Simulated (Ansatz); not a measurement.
# quartet C2HCl2Si at 6 levels

Aim: a comparison of 6 runs (UHF/STO-3G, UB3LYP/6-31G*, U-revPBE/cc-pVDZ, UB3LYP/cc-pVDZ, UBLYP/cc-pVDZ, UPBE/cc-pVDZ) of quartet C2HCl2Si. 

The results are computed with Ansatz 0.2.0.

69 further runs of the same task are left out: 69 set aside as unsound or not needed.

### 1 Starting point

C2HCl2Si has 6 atoms, charge 0, and is taken as a quartet. As SMILES of the parent species, `C#C[Si](Cl)Cl`. Geometry: relaxed at PBE0-D4/def2-TZVP. That shape belongs to the parent species and isn't relaxed for this state.

Bond lengths: C1–C2 1.208 Å, C2–Si3 1.804 Å, Si3–Cl4 2.043 Å, Si3–Cl5 2.043 Å, C1–H6 1.066 Å. Angles: C1–C2–Si3 172.9°, C2–Si3–Cl4 109.7°, C2–Si3–Cl5 109.7°, Cl4–Si3–Cl5 110.2°, C2–C1–H6 179.0°.

### 2 The energy at UHF/STO-3G (run 1)

The input, molecule.yaml:

```yaml
crystal:
  periodic: [false, false, false]
  atoms:
    - {symbol: C, position_ang: [1.324500, 0.483500, 1.111500]}
    - {symbol: C, position_ang: [0.521500, 0.095400, 0.297200]}
    - {symbol: Si, position_ang: [-0.504400, -0.583800, -1.021800]}
    - {symbol: Cl, position_ang: [-1.914000, -1.830600, -0.226100]}
    - {symbol: Cl, position_ang: [-1.406000, 0.937000, -2.046300]}
    - {symbol: H, position_ang: [2.020400, 0.834500, 1.839400]}
basis:
  gaussian:
    orbitals: STO-3G
magnetization:
  spin_polarized: true
  initial_magnetization: 3
hamiltonian:
  xc: hf
accuracy: high
output: {orbitals: {seedname: orbitals}}
```

On the command line:

```
$ ansatz run molecule.yaml --threads 1 --pin off --max-ram 3480MiB --events-out events.jsonl --progress --plain --runs-dir runs
```

The program printed:

```text
Warning: RAYON_NUM_THREADS=1 ignored (pool sized by the plan → 1); use --threads N
Functional definition: HF
  name "HF"
  exchange = exact_x
  correlation = 0
737 factors; integrals over basis functions are off by at most 2.2e-8 eV
mean field evaluation 1: about -34553.1768 eV, gradient 1.3e1 eV
mean field evaluation 2: about -34553.2810 eV, gradient 1.3e1 eV
mean field evaluation 4: about -34555.9331 eV, gradient 2.4e0 eV
mean field evaluation 8: about -34556.5300 eV, gradient 1.7e0 eV
mean field evaluation 16: about -34557.1479 eV, gradient 1.6e-1 eV
mean field evaluation 32: about -34557.0620 eV, gradient 2.8e-1 eV
mean field evaluation 64: about -34556.8252 eV, gradient 4.3e-1 eV
mean field evaluation 96: about -34557.1688 eV, gradient 6.1e-2 eV
mean field evaluation 128: about -34557.0594 eV, gradient 1.8e-1 eV
mean field -34557.16867910 eV, -1269.9525252666 hartree, gradient 2.8e-8 eV, S^2 3.811085; 4 other end points of the search recorded, 0 dependent functions left out
reference -34557.16867910 eV, -1269.9525252666 hartree; 32, 29 occupied and 6, 9 virtual orbitals, 737 factors
Total energy: -34557.16867910 eV, -1269.9525252666 hartree
```

Wall time 1.7 s (1 thread of Arm Neoverse V2, shared host); peak memory 0.12 GiB.

### 3 A single-point energy at UB3LYP/6-31G(d) (spherical functions) (run 2)

The input, run.yaml:

```yaml
crystal:
  periodic: [false, false, false]
  atoms:
    - symbol: C
      position_ang: [1.324500, 0.483500, 1.111500]
    - symbol: C
      position_ang: [0.521500, 0.095400, 0.297200]
    - symbol: Si
      position_ang: [-0.504400, -0.583800, -1.021800]
    - symbol: Cl
      position_ang: [-1.914000, -1.830600, -0.226100]
    - symbol: Cl
      position_ang: [-1.406000, 0.937000, -2.046300]
    - symbol: H
      position_ang: [2.020400, 0.834500, 1.839400]
basis:
  gaussian:
    orbitals: 6-31G_st_-spherical.json
output: {orbitals: {seedname: orbitals}}
hamiltonian:
  xc: {name: B3LYP}
magnetization:
  spin_polarized: true
  initial_magnetization: 3
accuracy: high
```

The basis set 6-31G* is read from a file made from the Basis Set Exchange's data (not shown).

On the command line:

```
$ ansatz run run.yaml --threads 1 --pin off --max-ram 3480MiB --events-out events.jsonl --progress --plain --runs-dir runs
```

The program printed:

```text
Warning: RAYON_NUM_THREADS=1 ignored (pool sized by the plan → 1); use --threads N
Functional definition: B3LYP
  name "B3LYP"
  parameter a0 = 0.2
  parameter ax = 0.72
  parameter ac = 0.81
  exchange = (1 - a0 - ax)*slater_x + ax*b88_x + a0*exact_x
  correlation = (1 - ac)*vwn_rpa_c + ac*lyp_c
1747 factors; integrals over basis functions are off by at most 3.9e-9 eV
mean field evaluation 1: about -34992.5647 eV, gradient 4.3e1 eV
mean field evaluation 2: about -34873.7619 eV, gradient 1.1e2 eV
mean field evaluation 4: about -35006.1537 eV, gradient 1.1e1 eV
mean field evaluation 8: about -35007.0456 eV, gradient 5.2e-1 eV
mean field evaluation 16: about -35007.2149 eV, gradient 1.6e-3 eV
mean field evaluation 32: about -35007.2149 eV, gradient 5.6e-6 eV
mean field -35007.21487245 eV, -1286.4914178199 hartree, gradient 6.3e-8 eV, S^2 3.757231; 4 other end points of the search recorded, 0 dependent functions left out
reference -35007.21491112 eV, -1286.4914192411 hartree; 32, 29 occupied and 52, 55 virtual orbitals, 1747 factors
Total energy: -35007.21491112 eV, -1286.4914192411 hartree
```

It took 35 s on 1 thread of Arm Neoverse V2, shared host; peak memory 0.46 GiB.

Run 3 isn't shown in full; the table further down has it.

### 4 A single-point energy at UB3LYP/cc-pVDZ (run 4)

The input, input.yaml:

```yaml
crystal:
  periodic: [false, false, false]
  atoms:
    - {symbol: C, position_ang: [1.324500, 0.483500, 1.111500]}
    - {symbol: C, position_ang: [0.521500, 0.095400, 0.297200]}
    - {symbol: Si, position_ang: [-0.504400, -0.583800, -1.021800]}
    - {symbol: Cl, position_ang: [-1.914000, -1.830600, -0.226100]}
    - {symbol: Cl, position_ang: [-1.406000, 0.937000, -2.046300]}
    - {symbol: H, position_ang: [2.020400, 0.834500, 1.839400]}
basis:
  gaussian: {orbitals: cc-pVDZ}
magnetization: {spin_polarized: true, initial_magnetization: 3}
hamiltonian: {xc: {name: B3LYP}}
accuracy: high
output: {orbitals: {seedname: orbitals}}
```

On the command line:

```
$ ansatz run input.yaml --threads 1 --pin off --max-ram 3480MiB --events-out events.jsonl --progress --plain --runs-dir runs
```

The program printed:

```text
Warning: RAYON_NUM_THREADS=1 ignored (pool sized by the plan → 1); use --threads N
Functional definition: B3LYP
  name "B3LYP"
  parameter a0 = 0.2
  parameter ax = 0.72
  parameter ac = 0.81
  exchange = (1 - a0 - ax)*slater_x + ax*b88_x + a0*exact_x
  correlation = (1 - ac)*vwn_rpa_c + ac*lyp_c
1884 factors; integrals over basis functions are off by at most 3.9e-9 eV
mean field evaluation 1: about -34991.8942 eV, gradient 4.7e1 eV
mean field evaluation 2: about -34827.0965 eV, gradient 1.4e2 eV
mean field evaluation 4: about -35008.0644 eV, gradient 1.1e1 eV
mean field evaluation 8: about -35008.9524 eV, gradient 5.4e-1 eV
mean field evaluation 16: about -35009.1239 eV, gradient 1.8e-3 eV
mean field evaluation 32: about -35009.1239 eV, gradient 4.2e-6 eV
mean field -35009.12386580 eV, -1286.5615720317 hartree, gradient 4.2e-8 eV, S^2 3.757276; 4 other end points of the search recorded, 0 dependent functions left out
reference -35009.12390614 eV, -1286.5615735141 hartree; 32, 29 occupied and 55, 58 virtual orbitals, 1884 factors
Total energy: -35009.12390614 eV, -1286.5615735141 hartree
```

Run time: 34 s. Hardware: 1 thread of Arm Neoverse V2, shared host; peak memory 0.47 GiB.

Run 5 isn't shown in full; the table further down has it.

### 5 A single-point energy at UPBE/cc-pVDZ (run 6)

The input, run.yaml:

```yaml
crystal:
  periodic: [false, false, false]
  atoms:
    - {symbol: C, position_ang: [1.324500, 0.483500, 1.111500]}
    - {symbol: C, position_ang: [0.521500, 0.095400, 0.297200]}
    - {symbol: Si, position_ang: [-0.504400, -0.583800, -1.021800]}
    - {symbol: Cl, position_ang: [-1.914000, -1.830600, -0.226100]}
    - {symbol: Cl, position_ang: [-1.406000, 0.937000, -2.046300]}
    - {symbol: H, position_ang: [2.020400, 0.834500, 1.839400]}
basis:
  gaussian: {orbitals: cc-pVDZ}
magnetization: {spin_polarized: true, initial_magnetization: 3}
hamiltonian: {xc: {name: PBE}}
accuracy: high
output: {orbitals: {seedname: orbitals}}
```

On the command line:

```
$ ansatz run run.yaml --threads 1 --pin off --max-ram 3480MiB --events-out events.jsonl --progress --plain --runs-dir runs
```

The program printed:

```text
Warning: RAYON_NUM_THREADS=1 ignored (pool sized by the plan → 1); use --threads N
Functional definition: PBE
  name "PBE"
  parameter kappa = 0.804
  parameter beta = 0.06672455060314922
  exchange = pbe_x(kappa = kappa, mu = beta*pi^2/3)
  correlation = pbe_c(beta = beta)
1884 factors; integrals over basis functions are off by at most 3.9e-9 eV
mean field evaluation 1: about -34969.3210 eV, gradient 5.3e1 eV
mean field evaluation 2: about -34726.3620 eV, gradient 1.4e2 eV
mean field evaluation 4: about -34989.4978 eV, gradient 1.6e1 eV
mean field evaluation 8: about -34991.0102 eV, gradient 2.4e-1 eV
mean field evaluation 16: about -34991.0081 eV, gradient 2.6e-4 eV
mean field evaluation 32: about -34991.0081 eV, gradient 1.9e-7 eV
mean field evaluation 64: about -34990.6328 eV, gradient 1.5e-1 eV
mean field -34991.00812084 eV, -1285.8958306837 hartree, gradient 4.9e-8 eV, S^2 3.756092; 6 other end points of the search recorded, 0 dependent functions left out
reference -34991.00812397 eV, -1285.8958307986 hartree; 32, 29 occupied and 55, 58 virtual orbitals, 1884 factors
Total energy: -34991.00812397 eV, -1285.8958307986 hartree
```

Wall time 32 s (1 thread of Arm Neoverse V2, shared host); peak memory 0.29 GiB.

### 6 All runs side by side

| run | level | energy (Eh) | HOMO energy (eV) | ⟨S²⟩ | wall time |
| --- | --- | --- | --- | --- | --- |
| 1 | UHF/STO-3G | -1269.952525 | -4.54 | 3.811 | 1.7 s |
| 2 | UB3LYP/6-31G* (spherical functions) | -1286.491419 | -3.55 | 3.757 | 35 s |
| 3 | U-revPBE/cc-pVDZ | -1286.272741 | -2.65 | 3.757 | 27 s |
| 4 | UB3LYP/cc-pVDZ | -1286.561574 | -3.54 | 3.757 | 34 s |
| 5 | UBLYP/cc-pVDZ | -1286.476378 | -2.32 | 3.755 | 28 s |
| 6 | UPBE/cc-pVDZ | -1285.895831 | -2.66 | 3.756 | 32 s |

### 7 Outcome

```
                                 quantity           value
                      run 6: total energy  -1285.89583 Eh
run 6: HOMO energy (highest over α and β)        -2.66 eV
                              run 6: ⟨S²⟩           3.756
```

**Reading.** Totals of different functionals can't be ranked against each other. In run 1 the basis is minimal, so the values are rough. All runs together took 2.6 min, the longest 35 s.
